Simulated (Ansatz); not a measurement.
# BaFe2Se2O: the cost of one run

Computed with Ansatz 0.2.0 (DFT PBE, scalar-relativistic, plane waves, PAW, unless a step's input says otherwise).

## (1) The system as given

Symmetry: Pmmn, No. 59, orthorhombic system. The conventional cell has a = 4.050 Å, b = 9.627 Å, c = 6.866 Å, α = 90.00°, β = 90.00°, γ = 90.00°. Around Ba (site symmetry mm2) lie 2 O at 2.72 Å. Around Fe (site symmetry m) lie 1 O at 1.87 Å and 3 Se at 2.47 to 2.51 Å. O (site symmetry mm2) has 2 Fe at 1.87 Å as nearest neighbours. Around Se (site symmetry m) lie 3 Fe at 2.47 to 2.51 Å.

Coordinates:

```
CELL_PARAMETERS angstrom
4.05005 0.00000 0.00000
0.00000 9.62668 0.00000
0.00000 0.00000 6.86623
ATOMIC_POSITIONS crystal
Ba 0.00000 0.50001 0.47144
Ba 0.50000 0.99999 0.52856
Fe 0.50000 0.31820 0.11107
Fe 0.00000 0.18180 0.88893
Fe 0.50000 0.68180 0.11107
Fe 0.00000 0.81820 0.88893
O 0.50000 0.50000 0.20752
O 0.00000 0.00000 0.79248
Se 0.00000 0.19829 0.24733
Se 0.50000 0.30171 0.75267
Se 0.00000 0.80170 0.24733
Se 0.50000 0.69830 0.75267
```

This cell comes from an earlier session at PBE: 22.309 Å³/atom at 0.00 GPa, on a 6×4×4 mesh. The large moments point both ways and cancel.

## (2) Field gradients and densities at the nuclei

input.yaml

```yaml
crystal:
  lattice:
    - [4.0500546556, 0.0, 0.0]
    - [0.0, 9.6266789449, 4.8215e-06]
    - [0.0, 3.4091e-06, 6.866230567]
  atoms:
    - { symbol: Ba, position: [0.0, 0.5000051699, 0.4714386221] }
    - { symbol: Ba, position: [0.5, -5.1699e-06, 0.5285613779] }
    - { symbol: Fe, position: [0.5, 0.3181965245, 0.1110714395], spin: 3.17 }
    - { symbol: Fe, position: [0.0, 0.1818034755, 0.8889285605], spin: 3.17 }
    - { symbol: Fe, position: [0.5, 0.6817995679, 0.1110720929], spin: -3.17 }
    - { symbol: Fe, position: [0.0, 0.8182004321, 0.8889279071], spin: -3.17 }
    - { symbol: O, position: [0.5, 0.499996818, 0.2075188899] }
    - { symbol: O, position: [0.0, 3.182e-06, 0.7924811101] }
    - { symbol: Se, position: [0.0, 0.1982923249, 0.2473331412] }
    - { symbol: Se, position: [0.5, 0.3017076751, 0.7526668588] }
    - { symbol: Se, position: [0.0, 0.8017049939, 0.2473305274] }
    - { symbol: Se, position: [0.5, 0.6982950061, 0.7526694726] }
basis:
  ecutwfc: 420
  ecutrho_ratio: 4
kpoints:
  mp_grid: { grid: [6, 4, 4] }
hamiltonian:
  xc: pbe
  pseudopotentials: { kind: paw, frozen_core: stored }
scf:
  occupations: { method: gaussian, width: 0.05 }
  lower_state_search: "off"
output:
  forces: true
  stress: true
  eigenvalues: true
  populations: true
  efg:
    contact_densities: true
    quadrupole_moments_barn: { Ba: 0.236, O: -0.02558, Fe: 0.16 }
magnetization:
  spin_polarized: true
checkpoint:
  read: start.run
  write: ck
  compress: false
  write_wavefunctions: false
  write_every: 100000
```

It reads its starting density from start.run, saved by an earlier run on this cell.

Launch:

```bash
ansatz run input.yaml --threads 4 --pin off --max-ram 10240MiB --backend cpu --events-out ev --progress --plain --runs-dir out
```

What time and memory should one allow on 4 threads of AMD EPYC 7R32 (Zen 2), shared host?

About 34 s, with a peak of 2 GiB.
